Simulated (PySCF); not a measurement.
# NdF2+: ligand-field states, part 2 of 2

PySCF 2.14.0. Atoms count from 0. Earlier steps stand in the parts before.

## 5. Ligand-field states: state-averaged CASSCF (bond angle at 150°)

The job: settings as JSON, then the geometry in Å.

```
{"job": {"kind": "lf", "basis": {"metal": "x2c-TZVPall", "ligand": "x2c-SVPall"}, "nevpt": false, "reuse": true}, "charge": 1, "metal": "Nd", "open_shell": "f3"}
Nd     0.000000     0.000000     0.000000
F      0.528767     0.000000     1.973386
F      0.528767     0.000000    -1.973386
```

Method: state-averaged CASSCF of the metal f shell, state-interaction spin-orbit coupling.

Standard output:

```text
basis functions 132, electrons 77, active (3e, 7o)
start from the orbitals of the previous structure
stage 1: DIIS on the effective Fock matrix, level shift 0.30
cycle   1  E = -9818.2106662164  dE = -9.818e+03  max|g| = 2.588e+01
cycle   2  E = -9818.7881131332  dE = -5.774e-01  max|g| = 2.739e-01
cycle   3  E = -9818.8191089830  dE = -3.100e-02  max|g| = 1.166e-01
cycle   4  E = -9818.8091573504  dE =  9.952e-03  max|g| = 1.909e-01
cycle   5  E = -9818.8137353239  dE = -4.578e-03  max|g| = 1.825e-01
cycle   6  E = -9818.8225703890  dE = -8.835e-03  max|g| = 1.336e-01
cycle   7  E = -9818.8230878383  dE = -5.174e-04  max|g| = 1.289e-01
cycle   8  E = -9818.8222043621  dE =  8.835e-04  max|g| = 1.402e-01
cycle   9  E = -9818.8195262004  dE =  2.678e-03  max|g| = 1.569e-01
cycle  10  E = -9818.8144650089  dE =  5.061e-03  max|g| = 1.849e-01
cycle  11  E = -9818.8007104078  dE =  1.375e-02  max|g| = 2.496e-01
cycle  12  E = -9818.7698894139  dE =  3.082e-02  max|g| = 3.612e-01
cycle  13  E = -9818.7004150159  dE =  6.947e-02  max|g| = 5.749e-01
cycle  14  E = -9818.5448943277  dE =  1.555e-01  max|g| = 9.208e-01
cycle  15  E = -9818.2278743235  dE =  3.170e-01  max|g| = 1.356e+00
stage 2: quasi-Newton rotations from the point of smallest gradient
cycle  17  E = -9818.8301962100  dE = -1.109e-02  max|g| = 2.993e-02
cycle  18  E = -9818.8318631672  dE = -1.667e-03  max|g| = 1.977e-02
cycle  19  E = -9818.8322307829  dE = -3.676e-04  max|g| = 3.208e-03
cycle  20  E = -9818.8322496953  dE = -1.891e-05  max|g| = 1.096e-03
cycle  21  E = -9818.8322520170  dE = -2.322e-06  max|g| = 5.506e-04
cycle  22  E = -9818.8322523105  dE = -2.935e-07  max|g| = 1.483e-04
cycle  23  E = -9818.8322523357  dE = -2.518e-08  max|g| = 2.099e-05
cycle  24  E = -9818.8322523368  dE = -1.199e-09  max|g| = 1.028e-05
cycle  25  E = -9818.8322523369  dE = -7.640e-11  max|g| = 4.263e-06
converged average energy = -9818.8322523369

 mult deg   label        CASSCF/cm-1   NEVPT2/cm-1
   4   1   4B1                 0.0
   4   1   4A2                 0.0
   4   1   4A1              1253.6
   4   1   4B2              1254.4
   4   1   4B1              1407.7
   4   1   4A2              1408.6
   4   1   4A2              1504.9
   4   1   4B1              1505.4
   4   1   4A1              1728.1
   4   1   4B2              1729.4
   4   1   4A1              1744.9
   4   1   4B2              1929.7
   4   1   4A2              2046.3
   4   1   4B1             14146.8
   4   1   4A1             14855.1
   4   1   4B2             15073.6
   2   1   2B2             15122.9
   2   1   2A2             15146.2
   2   1   2B1             15147.9
   2   1   2A1             15148.6
   2   1   2B1             15170.2
   2   1   2B2             15194.6
   2   1   2A1             15194.6
   2   1   2B2             15272.2
   2   1   2A1             15272.2
   4   1   4A2             15384.1
   2   1   2B1             15405.7
   2   1   2A2             15405.7
   4   1   4B1             15513.5
   4   1   4A2             15517.8
   4   1   4A1             15956.9
   4   1   4B2             15957.1
   2   1   2A2             19184.5
   2   1   2B2             19225.6
   2   1   2A1             19261.4
   2   1   2B1             19460.1
   2   1   2A2             19466.2
   2   1   2B2             19623.1
   2   1   2A1             19623.1
   2   1   2B2             19975.5
   2   1   2A1             19975.9
   2   1   2B1             20885.0
   2   1   2A2             20885.0
   2   1   2B1             21291.5
   2   1   2A2             21291.5
   2   1   2B2             22277.4
   2   1   2A1             22277.4
   2   1   2B1             23044.0
   2   1   2A2             23044.0
   4   1   4B1             23331.7
   4   1   4A2             23335.7
   2   1   2B2             23430.8
   2   1   2A1             23431.5
   2   1   2B1             23527.2
   2   1   2A1             23531.9
   2   1   2A2             23548.1
   2   1   2B1             23549.5
   2   1   2B2             23551.9
   4   1   4A1             23732.4
   4   1   4B2             23981.6

spin-orbit levels / cm-1
      0.00  x2  4A2 0.45 4B1 0.45 4B2 0.03
   1136.80  x2  4A1 0.20 4B2 0.19 4B1 0.14
   1228.58  x2  4B2 0.17 4A1 0.17 4A2 0.16
   1300.11  x2  4B2 0.22 4A1 0.21 4A2 0.13
   1535.40  x2  4A2 0.26 4B2 0.24 4A1 0.19
   1977.92  x2  4B1 0.42 4A2 0.42 4B2 0.06
   3025.04  x2  4B2 0.20 4A1 0.18 4B1 0.13
   3142.91  x2  4B2 0.19 4B2 0.19 4A1 0.19
   3194.68  x2  4A2 0.21 4B1 0.21 4A2 0.18
   3309.29  x2  4A2 0.25 4B2 0.19 4A1 0.19
   3372.76  x2  4B2 0.23 4A2 0.19 4A1 0.14
   3959.62  x2  4A2 0.44 4B1 0.44 4B2 0.04
   5090.04  x2  4B2 0.25 4A1 0.23 4B1 0.13
   5187.56  x2  4B2 0.23 4A1 0.23 4B2 0.20
   5222.17  x2  4A2 0.24 4B1 0.23 4A2 0.19
   5297.36  x2  4A1 0.24 4B2 0.19 4A1 0.19
   5414.26  x2  4A2 0.40 4A2 0.13 4B1 0.11
   5495.88  x2  4B2 0.32 4A1 0.23 4A2 0.14
   5938.98  x2  4A2 0.48 4B1 0.48
   7299.69  x2  4B2 0.22 4A1 0.22 4B1 0.15
   7305.03  x2  4A1 0.20 4B2 0.20 4B1 0.11
   7448.97  x2  4A1 0.38 4B2 0.34 4A2 0.07
   7460.15  x2  4A2 0.20 4B1 0.20 4B2 0.19
   7473.40  x2  4A1 0.19 4A2 0.14 4B1 0.14
   7675.13  x2  4A1 0.33 4A2 0.25 4B2 0.13
   7867.84  x2  4A2 0.45 4B2 0.39 4A1 0.08
  15685.23  x2  4B1 0.50 4A1 0.19 4B2 0.14
  16060.56  x2  2B1 0.28 2A1 0.24 2B2 0.17
  16186.82  x2  4B1 0.23 2B1 0.18 2A2 0.17
  16306.88  x2  4B2 0.16 4B1 0.16 4A1 0.14
```

Wall time 8.3 s (1 thread of Arm Neoverse V1, shared host); peak memory 0.34 GiB.

Warnings kept with the result: spin Hamiltonian not valid, low-lying orbital states.

In short:

| quantity | value |
| --- | --- |
| spin-orbit constant ζ | 924 cm⁻¹ |

Powder susceptibility:

| T (K) | χT (cm³ K/mol) | μ(eff) |
| --- | --- | --- |
| 2 | 1.187 | 3.08 |
| 20 | 1.199 | 3.10 |
| 100 | 1.253 | 3.17 |
| 300 | 1.389 | 3.33 |

## 6. Ligand-field states: state-averaged CASSCF (bond angle at 135°)

The job: settings as JSON, then the geometry in Å.

```
{"job": {"kind": "lf", "basis": {"metal": "x2c-TZVPall", "ligand": "x2c-SVPall"}, "nevpt": false, "reuse": true}, "charge": 1, "metal": "Nd", "open_shell": "f3"}
Nd     0.000000     0.000000     0.000000
F      0.781822     0.000000     1.887486
F      0.781822     0.000000    -1.887486
```

With the program's defaults for keys left out, this is: state-averaged CASSCF of the metal f shell, state-interaction spin-orbit coupling.

Standard output:

```text
basis functions 132, electrons 77, active (3e, 7o)
start from the orbitals of the previous structure
stage 1: DIIS on the effective Fock matrix, level shift 0.30
cycle   1  E = -9817.5471710164  dE = -9.818e+03  max|g| = 3.978e+01
cycle   2  E = -9818.7451771362  dE = -1.198e+00  max|g| = 4.030e-01
cycle   3  E = -9818.7993762660  dE = -5.420e-02  max|g| = 2.405e-01
cycle   4  E = -9818.8034059084  dE = -4.030e-03  max|g| = 2.151e-01
cycle   5  E = -9818.8172386290  dE = -1.383e-02  max|g| = 1.903e-01
cycle   6  E = -9818.8321704663  dE = -1.493e-02  max|g| = 9.446e-02
cycle   7  E = -9818.8352029675  dE = -3.033e-03  max|g| = 7.225e-02
cycle   8  E = -9818.8356703635  dE = -4.674e-04  max|g| = 6.890e-02
cycle   9  E = -9818.8353218661  dE =  3.485e-04  max|g| = 6.640e-02
cycle  10  E = -9818.8350805908  dE =  2.413e-04  max|g| = 7.005e-02
cycle  11  E = -9818.8348632072  dE =  2.174e-04  max|g| = 7.288e-02
cycle  12  E = -9818.8344359576  dE =  4.272e-04  max|g| = 7.906e-02
cycle  13  E = -9818.8337867875  dE =  6.492e-04  max|g| = 8.899e-02
cycle  14  E = -9818.8324006982  dE =  1.386e-03  max|g| = 9.999e-02
cycle  15  E = -9818.8306016912  dE =  1.799e-03  max|g| = 1.166e-01
stage 2: quasi-Newton rotations from the point of smallest gradient
cycle  17  E = -9818.8380446935  dE = -2.723e-03  max|g| = 1.891e-02
cycle  18  E = -9818.8383001930  dE = -2.555e-04  max|g| = 6.581e-03
cycle  19  E = -9818.8383307877  dE = -3.059e-05  max|g| = 2.318e-03
cycle  20  E = -9818.8383354814  dE = -4.694e-06  max|g| = 5.155e-04
cycle  21  E = -9818.8383358266  dE = -3.452e-07  max|g| = 2.313e-04
cycle  22  E = -9818.8383358833  dE = -5.665e-08  max|g| = 4.528e-05
cycle  23  E = -9818.8383358868  dE = -3.549e-09  max|g| = 1.091e-05
cycle  24  E = -9818.8383358870  dE = -2.437e-10  max|g| = 2.780e-06
converged average energy = -9818.8383358870

 mult deg   label        CASSCF/cm-1   NEVPT2/cm-1
   4   1   4B1                 0.0
   4   1   4A2                 0.0
   4   1   4A1              1005.1
   4   1   4B2              1005.3
   4   1   4A1              1119.4
   4   1   4B1              1123.0
   4   1   4A2              1123.7
   4   1   4B2              1132.8
   4   1   4A2              1243.8
   4   1   4A1              1254.7
   4   1   4B1              1263.5
   4   1   4A2              1520.1
   4   1   4B2              1531.5
   4   1   4B1             14207.9
   4   1   4A1             14428.0
   2   1   2B2             14857.3
   4   1   4B2             14868.5
   2   1   2B1             14868.9
   2   1   2A1             14879.0
   2   1   2B2             14880.5
   2   1   2A1             14885.9
   2   1   2A2             14893.1
   2   1   2B1             14898.7
   2   1   2A1             15015.8
   2   1   2B2             15016.0
   2   1   2B1             15077.6
   2   1   2A2             15077.6
   4   1   4A2             15092.0
   4   1   4B1             15140.0
   4   1   4A2             15155.4
   4   1   4A1             15747.5
   4   1   4B2             15749.1
   2   1   2A2             18972.5
   2   1   2B2             18996.7
   2   1   2A1             19092.6
   2   1   2B1             19289.2
   2   1   2A2             19318.4
   2   1   2B2             19752.5
   2   1   2A1             19755.4
   2   1   2B2             19875.5
   2   1   2A1             19875.5
   2   1   2B1             20344.0
   2   1   2A2             20344.0
   2   1   2B1             21160.0
   2   1   2A2             21160.0
   2   1   2B2             21908.8
   2   1   2A1             21908.8
   2   1   2B1             22487.3
   2   1   2A2             22487.8
   2   1   2B2             22841.0
   2   1   2A1             22847.0
   2   1   2B1             23024.7
   2   1   2A2             23041.1
   2   1   2B2             23105.6
   2   1   2A1             23106.0
   2   1   2B1             23122.0
   4   1   4A1             23182.4
   4   1   4B1             23226.1
   4   1   4A2             23233.6
   4   1   4B2             23484.8

spin-orbit levels / cm-1
      0.00  x2  4A2 0.43 4B1 0.43 4B2 0.05
    830.88  x2  4B2 0.25 4A1 0.24 4B1 0.08
    957.71  x2  4B1 0.21 4A1 0.19 4B2 0.16
    997.51  x2  4A1 0.27 4A2 0.19 4A2 0.13
   1183.33  x2  4A2 0.30 4B2 0.29 4A1 0.09
   1986.48  x2  4A2 0.38 4B1 0.38 4B2 0.07
   2611.82  x2  4B2 0.20 4A1 0.20 4A2 0.09
   2827.51  x2  4B2 0.18 4B2 0.16 4A1 0.16
   2927.06  x2  4A2 0.23 4B1 0.21 4A1 0.19
   2995.33  x2  4A2 0.18 4A1 0.16 4B2 0.16
   3068.08  x2  4B2 0.26 4A2 0.26 4B1 0.11
   3994.66  x2  4A2 0.40 4B1 0.40 4B2 0.06
   4633.72  x2  4B2 0.23 4A1 0.23 4A2 0.10
   4868.39  x2  4B2 0.20 4A1 0.18 4B2 0.18
   4962.81  x2  4A2 0.23 4B1 0.21 4A2 0.21
   5025.75  x2  4A1 0.38 4B2 0.15 4A1 0.13
   5084.94  x2  4A2 0.22 4B2 0.16 4A2 0.14
   5179.45  x2  4A2 0.29 4B2 0.29 4A1 0.09
   6014.77  x2  4A2 0.46 4B1 0.46
   6826.08  x2  4B2 0.42 4A1 0.42 4A2 0.06
   7091.19  x2  4B1 0.20 4A2 0.18 4A2 0.16
   7117.17  x2  4B2 0.27 4A1 0.26 4A2 0.18
   7143.54  x2  4B2 0.19 4A1 0.17 4B1 0.16
   7219.27  x2  4A1 0.35 4A2 0.30 4B1 0.10
   7281.81  x2  4A1 0.23 4B1 0.19 4B2 0.15
   7487.98  x2  4A2 0.46 4B2 0.46
  15583.92  x2  4B1 0.40 4A1 0.29 4B2 0.14
  15878.97  x2  2B1 0.26 2A1 0.22 2B2 0.10
  16005.04  x2  2B2 0.21 2B1 0.21 2A2 0.19
  16140.40  x2  4B2 0.14 4B1 0.13 4A1 0.13
```

It took 8.1 s on 1 thread of Arm Neoverse V1, shared host; peak memory 0.34 GiB.

Warnings kept with the result: spin Hamiltonian not valid, low-lying orbital states.

In short:

| quantity | value |
| --- | --- |
| spin-orbit constant ζ | 923 cm⁻¹ |

Powder susceptibility:

| T (K) | χT (cm³ K/mol) | μ(eff) |
| --- | --- | --- |
| 2 | 1.168 | 3.06 |
| 20 | 1.184 | 3.08 |
| 100 | 1.254 | 3.17 |
| 300 | 1.431 | 3.38 |

## 7. Ligand-field states: state-averaged CASSCF (bond angle at 120°)

The job: settings as JSON, then the geometry in Å.

```
{"job": {"kind": "lf", "basis": {"metal": "x2c-TZVPall", "ligand": "x2c-SVPall"}, "nevpt": false, "reuse": true}, "charge": 1, "metal": "Nd", "open_shell": "f3"}
Nd     0.000000     0.000000     0.000000
F      1.021500     0.000000     1.769290
F      1.021500     0.000000    -1.769290
```

Method: state-averaged CASSCF of the metal f shell, state-interaction spin-orbit coupling.

Standard output:

```text
basis functions 132, electrons 77, active (3e, 7o)
start from the orbitals of the previous structure
stage 1: DIIS on the effective Fock matrix, level shift 0.30
cycle   1  E = -9817.5307542464  dE = -9.818e+03  max|g| = 4.120e+01
cycle   2  E = -9818.7497605045  dE = -1.219e+00  max|g| = 3.624e-01
cycle   3  E = -9818.8056084006  dE = -5.585e-02  max|g| = 2.289e-01
cycle   4  E = -9818.8042002094  dE =  1.408e-03  max|g| = 2.342e-01
cycle   5  E = -9818.8209422071  dE = -1.674e-02  max|g| = 1.922e-01
cycle   6  E = -9818.8325048879  dE = -1.156e-02  max|g| = 1.070e-01
cycle   7  E = -9818.8386511217  dE = -6.146e-03  max|g| = 6.260e-02
cycle   8  E = -9818.8399290023  dE = -1.278e-03  max|g| = 5.437e-02
cycle   9  E = -9818.8401650877  dE = -2.361e-04  max|g| = 3.418e-02
cycle  10  E = -9818.8400985217  dE =  6.657e-05  max|g| = 3.540e-02
cycle  11  E = -9818.8399108517  dE =  1.877e-04  max|g| = 3.312e-02
cycle  12  E = -9818.8394957771  dE =  4.151e-04  max|g| = 4.022e-02
cycle  13  E = -9818.8386485686  dE =  8.472e-04  max|g| = 5.364e-02
cycle  14  E = -9818.8372652077  dE =  1.383e-03  max|g| = 6.919e-02
cycle  15  E = -9818.8345290529  dE =  2.736e-03  max|g| = 9.448e-02
stage 2: quasi-Newton rotations from the point of smallest gradient
cycle  17  E = -9818.8410758102  dE = -1.165e-03  max|g| = 8.553e-03
cycle  18  E = -9818.8411971992  dE = -1.214e-04  max|g| = 6.309e-03
cycle  19  E = -9818.8412277319  dE = -3.053e-05  max|g| = 8.635e-04
cycle  20  E = -9818.8412286334  dE = -9.015e-07  max|g| = 3.446e-04
cycle  21  E = -9818.8412287903  dE = -1.568e-07  max|g| = 1.358e-04
cycle  22  E = -9818.8412288064  dE = -1.609e-08  max|g| = 1.736e-05
cycle  23  E = -9818.8412288073  dE = -9.859e-10  max|g| = 4.842e-06
converged average energy = -9818.8412288073

 mult deg   label        CASSCF/cm-1   NEVPT2/cm-1
   4   1   4A2                 0.0
   4   1   4B1                 0.2
   4   1   4A1               495.2
   4   1   4B2               496.0
   4   1   4A1               844.9
   4   1   4A2               876.6
   4   1   4B1               905.2
   4   1   4A2               970.1
   4   1   4B2               979.8
   4   1   4A1               987.9
   4   1   4B1              1034.3
   4   1   4B2              1171.5
   4   1   4A2              1188.7
   4   1   4A1             14133.1
   4   1   4B1             14276.2
   2   1   2A1             14616.3
   2   1   2B2             14617.2
   2   1   2B1             14634.4
   2   1   2B2             14648.7
   2   1   2A1             14656.9
   2   1   2A2             14662.2
   2   1   2B1             14669.9
   2   1   2A1             14782.0
   2   1   2B2             14782.5
   4   1   4B2             14783.4
   2   1   2A2             14784.6
   2   1   2B1             14785.4
   4   1   4A2             14859.2
   4   1   4B1             14864.3
   4   1   4A2             14883.0
   4   1   4A1             15499.5
   4   1   4B2             15507.1
   2   1   2A2             18807.0
   2   1   2B2             18824.3
   2   1   2A1             18987.2
   2   1   2B1             19129.8
   2   1   2A2             19202.0
   2   1   2B2             19511.6
   2   1   2A1             19522.8
   2   1   2A2             19861.3
   2   1   2B1             19861.6
   2   1   2B2             20201.4
   2   1   2A1             20201.4
   2   1   2B1             21077.8
   2   1   2A2             21077.9
   2   1   2B2             21604.9
   2   1   2A1             21605.4
   2   1   2B1             22021.5
   2   1   2A2             22026.8
   2   1   2B2             22330.2
   2   1   2A1             22361.9
   2   1   2B1             22530.3
   2   1   2A2             22605.9
   2   1   2B2             22670.3
   4   1   4A1             22735.3
   2   1   2A1             22743.3
   2   1   2B1             22756.9
   4   1   4A2             22998.1
   4   1   4B1             23025.0
   4   1   4B2             23060.5

spin-orbit levels / cm-1
      0.00  x2  4A2 0.39 4B1 0.39 4B2 0.07
    455.48  x2  4B2 0.31 4A1 0.30 4A2 0.08
    742.47  x2  4A1 0.30 4A2 0.28 4B1 0.13
    808.74  x2  4A2 0.18 4A1 0.17 4B2 0.17
    919.03  x2  4B2 0.31 4A2 0.29 4B1 0.09
   1981.60  x2  4B1 0.33 4A2 0.33 4B2 0.13
   2300.40  x2  4B2 0.22 4A1 0.22 4A2 0.13
   2595.70  x2  4A1 0.20 4B2 0.18 4A2 0.13
   2681.49  x2  4A1 0.26 4B1 0.20 4A2 0.15
   2740.72  x2  4B2 0.16 4A2 0.16 4B1 0.14
   2824.60  x2  4B2 0.28 4A2 0.27 4B1 0.12
   4010.61  x2  4B1 0.35 4A2 0.35 4B2 0.12
   4308.83  x2  4B2 0.24 4A1 0.24 4A2 0.15
   4639.54  x2  4A1 0.23 4B2 0.18 4A1 0.13
   4739.03  x2  4A2 0.32 4A2 0.17 4B1 0.13
   4771.84  x2  4A1 0.26 4B1 0.19 4A1 0.18
   4828.88  x2  4B2 0.19 4B2 0.16 4B1 0.14
   4925.85  x2  4B2 0.31 4A2 0.30 4B1 0.11
   6063.61  x2  4B1 0.44 4A2 0.44 4B2 0.05
   6421.16  x2  4B2 0.41 4A1 0.41 4A2 0.08
   6859.84  x2  4A2 0.34 4B1 0.22 4B1 0.14
   6920.61  x2  4A2 0.41 4A1 0.33 4A1 0.10
   6946.45  x2  4A1 0.23 4B2 0.23 4A2 0.18
   6987.45  x2  4B2 0.27 4A1 0.19 4B1 0.15
   7017.98  x2  4B1 0.19 4A1 0.17 4B2 0.16
   7191.34  x2  4B2 0.46 4A2 0.44 4A2 0.04
  15485.50  x2  4A1 0.39 4B1 0.32 4B2 0.11
  15740.80  x2  2A1 0.29 2B1 0.21 2A2 0.09
  15856.31  x2  2B2 0.27 2B1 0.18 2B1 0.12
  15922.49  x2  2A1 0.25 2B2 0.23 2A2 0.11
```

It took 7.8 s on 1 thread of Arm Neoverse V1, shared host; peak memory 0.34 GiB.

Warnings kept with the result: spin Hamiltonian not valid, low-lying orbital states.

From this job:

| quantity | value |
| --- | --- |
| spin-orbit constant ζ | 922 cm⁻¹ |

Powder susceptibility:

| T (K) | χT (cm³ K/mol) | μ(eff) |
| --- | --- | --- |
| 2 | 1.118 | 2.99 |
| 20 | 1.144 | 3.02 |
| 100 | 1.259 | 3.17 |
| 300 | 1.491 | 3.45 |

## 8. Ligand field across the series

From the CASSCF states (cm⁻¹; the spread is that of the fitted one-electron ligand-field levels):

| step | setting | ground state | next state | orbital spread | ζ | μ(eff), 300 K |
| --- | --- | --- | --- | --- | --- | --- |
| 2 | as given | 4Iu | 4Phiu at 1430 | 5978 | 926 | 3.29 |
| 3 | bond angle at 170 | 4B1 | 4A2 at 0 | 5806 | 926 | 3.30 |
| 4 | bond angle at 160 | 4B1 | 4A2 at 0 | 5337 | 925 | 3.31 |
| 5 | bond angle at 150 | 4B1 | 4A2 at 0 | 4673 | 924 | 3.33 |
| 6 | bond angle at 135 | 4B1 | 4A2 at 0 | 3548 | 923 | 3.38 |
| 7 | bond angle at 120 | 4A2 | 4B1 at 0 | 2651 | 922 | 3.45 |

## 9. What came out

What follows sums up all 2 parts.

| quantity | value |
| --- | --- |
| spin-orbit constant ζ (step 2, state-averaged CASSCF) | 926 cm⁻¹ |
| ground multiplicity, μ(eff) at 300 K (step 2, 2 donors at 2.04 Å) | 4, 3.29 μB |
| ground multiplicity, μ(eff) at 300 K (step 3, 2 donors at 2.04 Å) | 4, 3.30 μB |
| ground multiplicity, μ(eff) at 300 K (step 4, 2 donors at 2.04 Å) | 4, 3.31 μB |
| ground multiplicity, μ(eff) at 300 K (step 5, 2 donors at 2.04 Å) | 4, 3.33 μB |
| ground multiplicity, μ(eff) at 300 K (step 6, 2 donors at 2.04 Å) | 4, 3.38 μB |
| ground multiplicity, μ(eff) at 300 K (step 7, 2 donors at 2.04 Å) | 4, 3.45 μB |

In words: In step 2, χT goes from 1.18 at 2 K to 1.36 cm³ K/mol at 300 K, as higher levels fill or mix in. The spread of the ligand-field levels runs from 2651 cm⁻¹ (bond angle at 120) to 5978 cm⁻¹ (as given); μ(eff) at 300 K: 3.29 to 3.45 μB.
